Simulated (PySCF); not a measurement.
# GeF₂: NMR shieldings, spin-spin couplings, relativistic core levels

Wanted: NMR shieldings, spin-spin couplings, relativistic core levels for GeF₂ (`[F][Ge][F]`).

Computed with PySCF 2.14.0 and routines of our own; the level stands in each step. Atoms count from 0.

## 1. The system as given

3 atoms, charge 0, multiplicity 1; geometry from: GFN2-xTB.

## 2. Relaxing the molecule at PBE0-D3(BJ)/def2-SVP

The job: settings as JSON, then the geometry in Å.

```
{"job": {"xc": "PBE0", "basis": "def2-SVP", "d3": "d3bj", "grid": 1, "maxiter": 30, "shake": 0.01, "kind": "geom"}, "charge": 0, "multiplicity": 1}
F     -1.295580    -0.439540     0.002540
Ge    -0.005420     0.807820    -0.015210
F      1.307020    -0.403220    -0.006510
```

The run is started by

```sh
> OMP_NUM_THREADS=1 python heavy_run.py task.json out
```

This one command runs all jobs of the session in turn.

What it wrote:

```text
step   0  E = -2275.88711496  max force = 0.035295
step   1  E = -2275.87947713  max force = 0.065943
step   2  E = -2275.88899130  max force = 0.007786
step   3  E = -2275.88940259  max force = 0.001293
step   4  E = -2275.88941108  max force = 0.000108
optimisation converged
```

Run time: 6 s. Hardware: 1 thread of Arm Neoverse V1, shared host; peak memory 0.34 GiB.

Step by step: (the energy doesn't fall at every step)

```tsv
step	energy from step 0 (eV)	largest force component (eV/Å)
0	0.0000	1.8149
1	0.2078	3.3909
2	-0.0511	0.4004
3	-0.0622	0.0665
4	-0.0625	0.0056
```

Close pairs (by a distance rule), those that changed most:

```tsv
bond	before (Å)	after (Å)	change (Å)
F0–Ge1	1.795	1.747	-0.048
Ge1–F2	1.786	1.747	-0.038
```

The next job starts from the end point, and lists it.

```tsv
at the end point	value
point group (found at 0.08 Å tolerance)	C2v
rotational constants (GHz, main isotopes)	15.071, 7.751, 5.118
dipole moment (D)	2.34
```

## 3. NMR shieldings: PBE0/pcJ-2 Ge:dyall-v3z (triple-zeta basis), spin–orbit

The job: settings as JSON, then the geometry in Å.

```
{"job": {"kind": "hnmr", "xc": "PBE0", "basis": {"default": "pcJ-2", "Ge": "dyall-v3z"}, "rel": "so"}, "charge": 0, "multiplicity": 1}
F     -0.200732     1.338374    -0.029793
Ge     0.765470    -0.116677    -0.007166
F     -0.558628    -1.256602     0.017774
```

With the program's defaults for keys left out, this is: PBE0/pcJ-2 Ge:dyall-v3z GIAO NMR shielding, X2C with spin-orbit coupling, screened-nuclear two-electron part, Gaussian nuclei, gas phase.

What it wrote:

```text
spin-free SCF
coarse grid: 18016 points
cycle   1  E = -2298.3158316183  dE =  5.245e-02  |g| = 9.661e-01  |ddm| = 1.117e+00
cycle   2  E = -2297.8042862702  dE =  5.115e-01  |g| = 2.079e+00  |ddm| = 1.151e+00
cycle   3  E = -2298.4592304778  dE = -6.549e-01  |g| = 5.144e-02  |ddm| = 7.425e-01
cycle   4  E = -2298.4593378722  dE = -1.074e-04  |g| = 6.328e-02  |ddm| = 5.190e-02
cycle   5  E = -2298.4596318120  dE = -2.939e-04  |g| = 5.926e-03  |ddm| = 1.328e-02
cycle   6  E = -2298.4596381848  dE = -6.373e-06  |g| = 1.031e-03  |ddm| = 3.175e-03
final grid: 36248 points
cycle   7  E = -2298.4595943074  dE = -2.468e-06  |g| = 3.673e-03  |ddm| = 1.624e-03
cycle   8  E = -2298.4595938143  dE =  4.931e-07  |g| = 2.263e-03  |ddm| = 1.208e-03
cycle   9  E = -2298.4595939609  dE = -1.466e-07  |g| = 2.004e-03  |ddm| = 1.440e-03
cycle  10  E = -2298.4595945498  dE = -5.889e-07  |g| = 2.172e-04  |ddm| = 7.036e-04
cycle  11  E = -2298.4595945529  dE = -3.038e-09  |g| = 3.269e-05  |ddm| = 5.227e-05
converged SCF energy = -2298.4595945529
two-component SCF
cycle   1  E = -2298.4216405070  dE = -2.298e+03  |FDS-SDF| = 1.865e+01
cycle   2  E = -2298.5033984887  dE = -8.176e-02  |FDS-SDF| = 7.164e-02
cycle   3  E = -2298.5034605989  dE = -6.211e-05  |FDS-SDF| = 2.697e-03
cycle   4  E = -2298.5034625394  dE = -1.940e-06  |FDS-SDF| = 1.458e-03
cycle   5  E = -2298.5034627817  dE = -2.423e-07  |FDS-SDF| = 6.580e-04
cycle   6  E = -2298.5034628993  dE = -1.176e-07  |FDS-SDF| = 1.565e-04
cycle   7  E = -2298.5034629100  dE = -1.071e-08  |FDS-SDF| = 1.126e-04
cycle   8  E = -2298.5034629139  dE = -3.871e-09  |FDS-SDF| = 1.185e-05
converged, E = -2298.5034629139

Field gradients (au) and densities at the nuclei (bohr^-3)
atom        Vxx        Vyy        Vzz        centre      nuclear mean
  0 F     -0.1431    -0.8254     0.9685        452.794        452.772
  1 Ge    -0.5027    -2.6702     3.1729      31532.267      31170.623
  2 F     -0.1438    -0.8259     0.9697        452.794        452.772
without picture change
  1 Ge                           3.2624                     53799.037

Core orbital energies (eV)
atom   shell        mean    spread
  1 Ge 1s       -11007.791   0.000
  1 Ge 2s        -1392.460   0.000
  1 Ge 3s         -177.939   0.000
  1 Ge 2p1/2     -1237.186   0.000
  1 Ge 2p3/2     -1205.380   0.051
  1 Ge 3p1/2      -126.317   0.000
  1 Ge 3p3/2      -121.966   0.145
  1 Ge 3d3/2       -34.551   0.135
  1 Ge 3d5/2       -33.956   0.193

Shielding tensors (ppm)
atom      isotropic    diamagn.    paramagn.     s11        s22        s33       span
  0 F       115.05      469.76     -354.71    -212.51     184.78     372.88     585.39
  1 Ge     1517.58     2644.40    -1126.82    1132.01    1444.69    1976.03     844.03
  2 F       114.94      469.74     -354.80    -212.77     184.65     372.95     585.71
```

It took 64 s on 1 thread of Arm Neoverse V1, shared host; peak memory 1.1 GiB.

From this job:

```tsv
quantity	value
energy from spin-orbit coupling	-0.0439 Eh
```

Orbitals, density, ELF and potential are computed afterwards from the orbital file.

Frontier orbitals at PBE0/dyall-v3z+pcJ-2, with the share of their density that lies nearest to each atom:

```tsv
orbital	energy (eV)	lies on
HOMO	-9.12	Ge1 62 %; F0, F2 about 19 % each
LUMO	-2.63	Ge1 81 %; F0, F2 about 10 % each
```

ELF in a plane through or near 3 of the atoms.

Ten even steps from ' ' (0.00) to '@' (0.98):
```
                                                        
                                                        
                                                        
                                                        
                ......            ......                
            ..::------::        ::------::..            
          ..==**######++..    ..++######**--..          
        ..--++##%%%%%%##--    --##%%%%%%##++--..        
        ..==##%%++--####==    ==##%%==**%%##==..        
        ..==##%%##==##**::....::####--##%%##==..        
        ..--**%%%%%%##--..::::..--##%%%%%%**--..        
          ..--====--::..**++++**..::--====--..          
            ........::::**##==**::::......              
                ..::--::==****==::--::..                
                ::**%%##++====++##%%**::                
                ==%%@@@@%%%%%%@@@@@@%%==                
                --##@@@@@@@@@@@@@@@@##--                
                ..==%%@@@@@@@@@@@@%%==..                
                    ..--++++++==--..                    
                                                        
```
The map spans 7.8 Å across and 6.7 Å up, centred on the molecule. Atoms in the plane (x, y in Å): F0 (-1.3, 0.4), Ge1 (0.0, -0.8), F2 (1.3, 0.4).

On the surface of density 0.002 e/bohr³ the electrostatic potential runs, from the 1st to the 99th percentile, from -1.19 V near F0 to 2.55 V near Ge1.

## 4. Spin-spin couplings: PBE0/pcJ-2 Ge:dyall-v3z (triple-zeta basis), spin–orbit

The job: settings as JSON, then the geometry in Å.

```
{"job": {"kind": "hj", "xc": "PBE0", "basis": {"default": "pcJ-2", "Ge": "dyall-v3z"}, "rel": "so", "atoms": [1]}, "charge": 0, "multiplicity": 1}
F     -0.200732     1.338374    -0.029793
Ge     0.765470    -0.116677    -0.007166
F     -0.558628    -1.256602     0.017774
```

Level: PBE0/pcJ-2 Ge:dyall-v3z indirect spin-spin coupling, X2C with spin-orbit coupling, screened-nuclear two-electron part, Gaussian nuclei, gas phase.

What it wrote:

```text
spin-free SCF
coarse grid: 18016 points
cycle   1  E = -2298.3158316183  dE =  5.245e-02  |g| = 9.661e-01  |ddm| = 1.117e+00
cycle   2  E = -2297.8042862702  dE =  5.115e-01  |g| = 2.079e+00  |ddm| = 1.151e+00
cycle   3  E = -2298.4592304778  dE = -6.549e-01  |g| = 5.144e-02  |ddm| = 7.425e-01
cycle   4  E = -2298.4593378722  dE = -1.074e-04  |g| = 6.328e-02  |ddm| = 5.190e-02
cycle   5  E = -2298.4596318120  dE = -2.939e-04  |g| = 5.926e-03  |ddm| = 1.328e-02
cycle   6  E = -2298.4596381848  dE = -6.373e-06  |g| = 1.031e-03  |ddm| = 3.175e-03
final grid: 36248 points
cycle   7  E = -2298.4595943074  dE = -2.468e-06  |g| = 3.673e-03  |ddm| = 1.624e-03
cycle   8  E = -2298.4595938143  dE =  4.931e-07  |g| = 2.263e-03  |ddm| = 1.208e-03
cycle   9  E = -2298.4595939609  dE = -1.466e-07  |g| = 2.004e-03  |ddm| = 1.440e-03
cycle  10  E = -2298.4595945498  dE = -5.889e-07  |g| = 2.172e-04  |ddm| = 7.036e-04
cycle  11  E = -2298.4595945529  dE = -3.038e-09  |g| = 3.269e-05  |ddm| = 5.227e-05
converged SCF energy = -2298.4595945529
two-component SCF
cycle   1  E = -2298.4216405070  dE = -2.298e+03  |FDS-SDF| = 1.865e+01
cycle   2  E = -2298.5033984887  dE = -8.176e-02  |FDS-SDF| = 7.164e-02
cycle   3  E = -2298.5034605989  dE = -6.211e-05  |FDS-SDF| = 2.697e-03
cycle   4  E = -2298.5034625394  dE = -1.940e-06  |FDS-SDF| = 1.458e-03
cycle   5  E = -2298.5034627817  dE = -2.423e-07  |FDS-SDF| = 6.580e-04
cycle   6  E = -2298.5034628993  dE = -1.176e-07  |FDS-SDF| = 1.565e-04
cycle   7  E = -2298.5034629100  dE = -1.071e-08  |FDS-SDF| = 1.126e-04
cycle   8  E = -2298.5034629139  dE = -3.871e-09  |FDS-SDF| = 1.185e-05
converged, E = -2298.5034629139

Indirect spin-spin couplings
  i        j     bonds      J/Hz   K/1e19 T2/J   anisotropy/Hz
  1  73Ge   0  19F    1      275.85     -697.28       148.5
  1  73Ge   2  19F    1      275.56     -696.55       148.3
```

It took 51 s on 1 thread of Arm Neoverse V1, shared host; peak memory 0.84 GiB.

From this job:

```tsv
quantity	value
energy from spin-orbit coupling	-0.0439 Eh
```

## 5. Relativistic core levels: PBE0/pcJ-2 Ge:dyall-v3z (triple-zeta basis), spin–orbit

The job: settings as JSON, then the geometry in Å.

```
{"job": {"kind": "hxps", "xc": "PBE0", "basis": {"default": "pcJ-2", "Ge": "dyall-v3z"}, "rel": "so", "holes": [[1, "2p"]]}, "charge": 0, "multiplicity": 1}
F     -0.200732     1.338374    -0.029793
Ge     0.765470    -0.116677    -0.007166
F     -0.558628    -1.256602     0.017774
```

Method: PBE0/pcJ-2 Ge:dyall-v3z core ionisation, delta-SCF with one localised hole, X2C with spin-orbit coupling, screened-nuclear two-electron part, Gaussian nuclei, gas phase.

What it wrote:

```text
spin-free SCF
coarse grid: 18016 points
cycle   1  E = -2298.3158316183  dE =  5.245e-02  |g| = 9.661e-01  |ddm| = 1.117e+00
cycle   2  E = -2297.8042862702  dE =  5.115e-01  |g| = 2.079e+00  |ddm| = 1.151e+00
cycle   3  E = -2298.4592304778  dE = -6.549e-01  |g| = 5.144e-02  |ddm| = 7.425e-01
cycle   4  E = -2298.4593378722  dE = -1.074e-04  |g| = 6.328e-02  |ddm| = 5.190e-02
cycle   5  E = -2298.4596318120  dE = -2.939e-04  |g| = 5.926e-03  |ddm| = 1.328e-02
cycle   6  E = -2298.4596381848  dE = -6.373e-06  |g| = 1.031e-03  |ddm| = 3.175e-03
final grid: 36248 points
cycle   7  E = -2298.4595943074  dE = -2.468e-06  |g| = 3.673e-03  |ddm| = 1.624e-03
cycle   8  E = -2298.4595938143  dE =  4.931e-07  |g| = 2.263e-03  |ddm| = 1.208e-03
cycle   9  E = -2298.4595939609  dE = -1.466e-07  |g| = 2.004e-03  |ddm| = 1.440e-03
cycle  10  E = -2298.4595945498  dE = -5.889e-07  |g| = 2.172e-04  |ddm| = 7.036e-04
cycle  11  E = -2298.4595945529  dE = -3.038e-09  |g| = 3.269e-05  |ddm| = 5.227e-05
converged SCF energy = -2298.4595945529
two-component SCF
cycle   1  E = -2298.4216405070  dE = -2.298e+03  |FDS-SDF| = 1.865e+01
cycle   2  E = -2298.5033984887  dE = -8.176e-02  |FDS-SDF| = 7.164e-02
cycle   3  E = -2298.5034605989  dE = -6.211e-05  |FDS-SDF| = 2.697e-03
cycle   4  E = -2298.5034625394  dE = -1.940e-06  |FDS-SDF| = 1.458e-03
cycle   5  E = -2298.5034627817  dE = -2.423e-07  |FDS-SDF| = 6.580e-04
cycle   6  E = -2298.5034628993  dE = -1.176e-07  |FDS-SDF| = 1.565e-04
cycle   7  E = -2298.5034629100  dE = -1.071e-08  |FDS-SDF| = 1.126e-04
cycle   8  E = -2298.5034629139  dE = -3.871e-09  |FDS-SDF| = 1.185e-05
converged, E = -2298.5034629139

Field gradients (au) and densities at the nuclei (bohr^-3)
atom        Vxx        Vyy        Vzz        centre      nuclear mean
  0 F     -0.1431    -0.8254     0.9685        452.794        452.772
  1 Ge    -0.5027    -2.6702     3.1729      31532.267      31170.623
  2 F     -0.1438    -0.8259     0.9697        452.794        452.772
without picture change
  1 Ge                           3.2624                     53799.037

Core orbital energies (eV)
atom   shell        mean    spread
  1 Ge 1s       -11007.791   0.000
  1 Ge 2s        -1392.460   0.000
  1 Ge 3s         -177.939   0.000
  1 Ge 2p1/2     -1237.186   0.000
  1 Ge 2p3/2     -1205.380   0.051
  1 Ge 3p1/2      -126.317   0.000
  1 Ge 3p3/2      -121.966   0.145
  1 Ge 3d3/2       -34.551   0.135
  1 Ge 3d5/2       -33.956   0.193

hole in 2p3/2 of atom 1
cycle   1  E = -2252.4787674759  dE = -2.252e+03  |FDS-SDF| = 6.554e+00
cycle   2  E = -2252.3511469875  dE =  1.276e-01  |FDS-SDF| = 5.584e+00
cycle   3  E = -2253.4501329133  dE = -1.099e+00  |FDS-SDF| = 9.255e-01
cycle   4  E = -2253.4934662712  dE = -4.333e-02  |FDS-SDF| = 5.709e-01
cycle   5  E = -2253.5421750364  dE = -4.871e-02  |FDS-SDF| = 4.112e-02
cycle   6  E = -2253.5424238900  dE = -2.489e-04  |FDS-SDF| = 4.701e-03
cycle   7  E = -2253.5424300323  dE = -6.142e-06  |FDS-SDF| = 1.653e-03
cycle   8  E = -2253.5424304705  dE = -4.382e-07  |FDS-SDF| = 1.116e-03
cycle   9  E = -2253.5424306747  dE = -2.043e-07  |FDS-SDF| = 3.076e-04
cycle  10  E = -2253.5424306986  dE = -2.385e-08  |FDS-SDF| = 4.198e-05
converged, E = -2253.5424306986

Core binding energies (eV)
atom   line    delta-SCF   -orbital   splitting
  1 Ge 2p3/2    1223.477    1205.38    31.806
```

It took 38 s on 1 thread of Arm Neoverse V1, shared host; peak memory 0.93 GiB.

From this job:

```tsv
quantity	value
energy from spin-orbit coupling	-0.0439 Eh
```

## 6. Results

| quantity | value |
| --- | --- |
| point group | C2v |
| rotational constants (main isotopes) | 15.07, 7.75, 5.12 GHz |
| energy from spin-orbit coupling (step 3, PBE0/pcJ-2 Ge:dyall-v3z (triple-zeta basis), spin–orbit) | -0.0439 Eh |
| shieldings (step 3, PBE0/pcJ-2 Ge:dyall-v3z (triple-zeta basis), spin–orbit) | F0 115.0, Ge1 1517.6, F2 114.9 ppm |
| surface potential, 1st and 99th percentile | -1.19 V and 2.55 V |
| energy from spin-orbit coupling (step 4, PBE0/pcJ-2 Ge:dyall-v3z (triple-zeta basis), spin–orbit) | -0.0439 Eh |
| largest reduced coupling (step 4, PBE0/pcJ-2 Ge:dyall-v3z (triple-zeta basis), spin–orbit) | Ge1–F0: J = 275.9 Hz, K = -697·10¹⁹ T²/J |
| Ge1 2p3/2 binding energy (step 5, PBE0/pcJ-2 Ge:dyall-v3z (triple-zeta basis), spin–orbit) | 1223.5 eV, 2p1/2 1255.3 eV |
| energy from spin-orbit coupling (step 5, PBE0/pcJ-2 Ge:dyall-v3z (triple-zeta basis), spin–orbit) | -0.0439 Eh |

**Reading.** The optimisation took 4 steps and gained 0.062 eV; among the close pairs (by a distance rule), F0–Ge1 changed most, from 1.795 to 1.747 Å. No frequency check was run at this level, so the end point may be a saddle. In step 3, Ge1 has the widest tensor, 844 ppm. By nearest atom (PBE0/dyall-v3z+pcJ-2), the HOMO sits on Ge1 62 %; F0, F2 about 19 % each and the LUMO on Ge1 81 %; F0, F2 about 10 % each.
